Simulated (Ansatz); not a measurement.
# CH₅AsS: small, medium and large basis sets

The task here is to estimate one member of a computed series from the others.

Computed with Ansatz 0.2.0, Gaussian basis. Level: one geometry, several basis sets.

Levels to be run: PBE0-D4/def2-SVP; ωB97M-V/def2-SVP; PBE0-D4/def2-QZVPP; ωB97M-V/def2-QZVPP; the functionals' def2-TZVPP values are taken from earlier runs.

### Structure used throughout

The geometry comes from an earlier relaxation with PBE0-D4 in a triple-zeta def2 set; it is a stationary point, not always the lowest conformer.

SMILES `CS[AsH2]`, 8 atoms, charge 0, spin multiplicity 1.

Atoms are counted from 1 here; the program's logs count them from 0.

Bond lengths: C1–S2 1.810 Å, C1–H4 1.090 Å, C1–H5 1.089 Å, C1–H6 1.091 Å, S2–As3 2.233 Å, As3–H7 1.524 Å, As3–H8 1.524 Å. Angles: S2–C1–H4 111.5°, S2–C1–H5 111.5°, S2–C1–H6 106.0°, H4–C1–H5 110.0°, H4–C1–H6 108.8°, H5–C1–H6 108.8°, C1–S2–As3 99.1°, S2–As3–H7 96.4°, S2–As3–H8 96.3°, H7–As3–H8 91.8°.

Set-up of the first run:

Contents of in.yaml:

```yaml
crystal:
  periodic: [false, false, false]
  atoms:
    - {symbol: C, position_ang: [-0.755158, 1.116455, -0.422606]}
    - {symbol: S, position_ang: [-0.246729, 0.110352, 0.993412]}
    - {symbol: As, position_ang: [1.036562, -1.375842, -0.070794]}
    - {symbol: H, position_ang: [-1.316689, 0.529516, -1.148949]}
    - {symbol: H, position_ang: [0.099735, 1.588986, -0.905172]}
    - {symbol: H, position_ang: [-1.406230, 1.894347, -0.020738]}
    - {symbol: H, position_ang: [2.210153, -1.310713, 0.898916]}
    - {symbol: H, position_ang: [0.470456, -2.610203, 0.620031]}
basis:
  gaussian: {orbitals: def2-SVP}
hamiltonian: {xc: pbe0, dispersion: d4}
output: {orbitals: {seedname: orbitals}}
```

Launch:

```console
> ansatz run in.yaml --threads 2 --pin off --events-out ev --progress --plain --max-ram 4352MiB
```

Steps of the session up to this table: PBE0-D4 in def2-SVP; ωB97M-V in def2-SVP; PBE0-D4 in def2-QZVPP; ωB97M-V in def2-QZVPP.

One table of the session follows, with a row left open; its other results are not shown here.

It belongs to the step «Density functionals: the series». 

```
functional       basis  HOMO (eV)
   PBE0-D4    def2-SVP      -6.63
   PBE0-D4  def2-TZVPP      -6.73
   PBE0-D4  def2-QZVPP          ?
   ωB97M-V    def2-SVP      -8.79
   ωB97M-V  def2-TZVPP      -8.92
   ωB97M-V  def2-QZVPP      -8.95
```

Q: Estimate the row for PBE0-D4, def2-QZVPP from the others.

The run gave: HOMO (eV): -6.76. In the column «HOMO (eV)» it lies between ωB97M-V, def2-SVP (-8.79) and PBE0-D4, def2-TZVPP (-6.73).
